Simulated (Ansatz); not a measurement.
# SiNi2: the cost of one run

Program: Ansatz 0.2.0. Level of theory: DFT r2SCAN, scalar-relativistic, plane waves, PAW. These are calculated values, not measurements.

### 1 The system as given

Symmetry: Pnma, No. 62, orthorhombic system. Conventional cell: a = 4.990 Å, b = 3.720 Å, c = 7.030 Å, α = 90.00°, β = 90.00°, γ = 90.00°. Around Si (site symmetry m) lie 10 Ni at 2.28 to 2.71 Å. Around Ni (site symmetry m) lie 5 Si at 2.34 to 2.57 Å and 8 Ni at 2.53 to 2.71 Å. Around Ni (site symmetry m) lie 5 Si at 2.28 to 2.71 Å and 8 Ni at 2.53 to 2.71 Å.

Coordinates:

```cif
data_structure
_symmetry_space_group_name_H-M 'P 1'
_symmetry_Int_Tables_number 1
_cell_length_a 4.9900
_cell_length_b 3.7200
_cell_length_c 7.0300
_cell_angle_alpha 90.000
_cell_angle_beta 90.000
_cell_angle_gamma 90.000
_cell_volume 130.50
loop_
_atom_site_label
_atom_site_type_symbol
_atom_site_fract_x
_atom_site_fract_y
_atom_site_fract_z
_atom_site_occupancy
Si1 Si 0.28600 0.75000 0.61400 1
Si2 Si 0.71400 0.25000 0.38600 1
Si3 Si 0.21400 0.25000 0.11400 1
Si4 Si 0.78600 0.75000 0.88600 1
Ni1 Ni 0.95800 0.75000 0.20300 1
Ni2 Ni 0.04200 0.25000 0.79700 1
Ni3 Ni 0.54200 0.25000 0.70300 1
Ni4 Ni 0.45800 0.75000 0.29700 1
Ni5 Ni 0.82500 0.75000 0.56300 1
Ni6 Ni 0.17500 0.25000 0.43700 1
Ni7 Ni 0.67500 0.25000 0.06300 1
Ni8 Ni 0.32500 0.75000 0.93700 1
```

The structure rests on an entry of the Crystallography Open Database; cell or positions may have been set otherwise for this series.

### 2 Relaxing cell and atoms: SiNi2, no spin

Input file input.yaml:

```yaml
crystal:
  lattice:
    - [4.99, 0.0, 0.0]
    - [0.0, 3.72, 0.0]
    - [0.0, 0.0, 7.03]
  atoms:
    - { symbol: Si, position: [0.286, 0.75, 0.614] }
    - { symbol: Si, position: [0.714, 0.25, 0.386] }
    - { symbol: Si, position: [0.214, 0.25, 0.114] }
    - { symbol: Si, position: [0.786, 0.75, 0.886] }
    - { symbol: Ni, position: [0.958, 0.75, 0.203] }
    - { symbol: Ni, position: [0.042, 0.25, 0.797] }
    - { symbol: Ni, position: [0.542, 0.25, 0.703] }
    - { symbol: Ni, position: [0.458, 0.75, 0.297] }
    - { symbol: Ni, position: [0.825, 0.75, 0.563] }
    - { symbol: Ni, position: [0.175, 0.25, 0.437] }
    - { symbol: Ni, position: [0.675, 0.25, 0.063] }
    - { symbol: Ni, position: [0.325, 0.75, 0.937] }
scf:
  occupations: { method: gaussian, width: 0.1 }
output:
  forces: true
  stress: true
  eigenvalues: true
  write_density: true
  write_potential: true
  elf: true
  volumetric_format: npy
kpoints:
  mp_grid: { grid: [10, 12, 6] }
hamiltonian:
  xc: r2scan
  pseudopotentials: { kind: paw, azcp: { folder: soft_1 } }
relax:
  f_tol: 0.003
  max_steps: 60
  cell: { stress_tol: 0.02 }
```

Command:

```
ansatz run input.yaml --threads 8 --pin off --max-ram 16384MiB --backend cpu --events-out ev --progress --plain --runs-dir out
```

What time and memory should one allow on 8 threads of Intel Xeon Platinum 8375C at 2.90GHz (Ice Lake), shared host?

About 3.3 min, with a peak of 2.5 GiB.
